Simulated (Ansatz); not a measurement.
**CH3BFNO: up Jacob's ladder to CCSD(T)**

An exercise on one series of results from a longer session: the logs are not shown, and one member is left open.

Method: functionals in def2-TZVPP, the program's frozen cores in correlated methods; program: Ansatz 0.2.0, Gaussian basis.

Plan: LDA (SPW92), PBE-D4, revPBE-D4, BLYP-D4, r2SCAN-D4, B97M-V, PBE0-D4, B3LYP-D4, r2SCANh-D4, r2SCAN0-D4, HSE06-D4, BHLYP-D4, CAM-B3LYP-D4, LC-ωPBE, ωB97X-V, ωB97M-V, B2PLYP, PBE-QIDH; CCSD(T)/def2-SVP; CCSD(T)/def2-TZVPP; MP2/def2-QZVPP; extrapolation to the limit; RPA on PBE.

### The geometry

An earlier PBE0-D4 in a triple-zeta def2 set relaxation fixed the geometry.

8 atoms, charge 0, spin multiplicity 1.

Atoms are counted from 1 here; the program's logs count them from 0.

Bond lengths: N1–C2 1.313 Å, N1–H6 1.007 Å, N1–H7 1.008 Å, C2–B4 1.559 Å, C2–H8 1.086 Å, O3–B4 1.279 Å, B4–F5 1.336 Å. Angles: C2–N1–H6 120.6°, C2–N1–H7 122.1°, H6–N1–H7 116.3°, N1–C2–B4 126.0°, N1–C2–H8 114.3°, B4–C2–H8 117.4°, C2–B4–O3 92.5°, C2–B4–F5 130.9°, O3–B4–F5 136.5°.

The first run:

Contents of in.yaml:

```yaml
crystal:
  periodic: [false, false, false]
  atoms:
    - {symbol: N, position_ang: [0.326722, 0.440546, 1.112636]}
    - {symbol: C, position_ang: [-0.216423, -0.375565, 0.239001]}
    - {symbol: O, position_ang: [-0.978011, 0.379009, -1.519141]}
    - {symbol: B, position_ang: [0.035801, -0.369169, -1.299865]}
    - {symbol: F, position_ang: [1.014421, -0.912926, -2.028328]}
    - {symbol: H, position_ang: [1.164077, 0.952065, 0.885412]}
    - {symbol: H, position_ang: [-0.149863, 0.715946, 1.956744]}
    - {symbol: H, position_ang: [-1.104424, -0.887107, 0.597641]}
basis:
  gaussian: {orbitals: def2-TZVPP}
hamiltonian: {xc: lda}
output: {orbitals: {seedname: orbitals}}
```

On the command line:

```bash
ansatz run in.yaml --threads 2 --pin off --events-out ev --progress --plain --max-ram 4352MiB
```

Among the steps run: LDA; PBE-D4 (GGA); revPBE-D4 (GGA); BLYP-D4 (GGA); r2SCAN-D4 (meta-GGA); B97M-V (meta-GGA); B3LYP-D4 (hybrid); r2SCANh-D4 (hybrid); r2SCAN0-D4 (hybrid); HSE06-D4 (hybrid); BHLYP-D4 (hybrid); CAM-B3LYP-D4 (range-separated); LC-ωPBE (range-separated); ωB97X-V (range-separated); ωB97M-V (range-separated); B2PLYP (double hybrid); PBE-QIDH (double hybrid).

One table of the session follows, with a row left open; its other results are not shown here.

It belongs to the step «Frontier levels by functional». 

| functional | HOMO (eV) | gap (eV) |
| --- | --- | --- |
| LDA (SPW92) | -6.28 | 3.84 |
| PBE-D4 | -6.05 | 3.89 |
| revPBE-D4 | -5.97 | 3.91 |
| BLYP-D4 | -5.93 | 3.87 |
| r2SCAN-D4 | -6.27 | 4.31 |
| B97M-V | -6.27 | 4.39 |
| PBE0-D4 | -7.30 | 6.10 |
| B3LYP-D4 | -7.09 | 5.64 |
| r2SCANh-D4 | -6.74 | 5.14 |
| r2SCAN0-D4 | -7.47 | 6.41 |
| HSE06-D4 | -6.90 | 5.32 |
| BHLYP-D4 | -8.52 | 8.40 |
| CAM-B3LYP-D4 | -8.63 | 8.54 |
| LC-ωPBE | -9.87 | 10.96 |
| ωB97X-V | -9.55 | 10.60 |
| ωB97M-V | ? | ? |

**Question.** Estimate the row for ωB97M-V.

**Answer.** HOMO (eV): -9.50; gap (eV): 10.45. In the column «HOMO (eV)» it lies between ωB97X-V (-9.55) and CAM-B3LYP-D4 (-8.63).
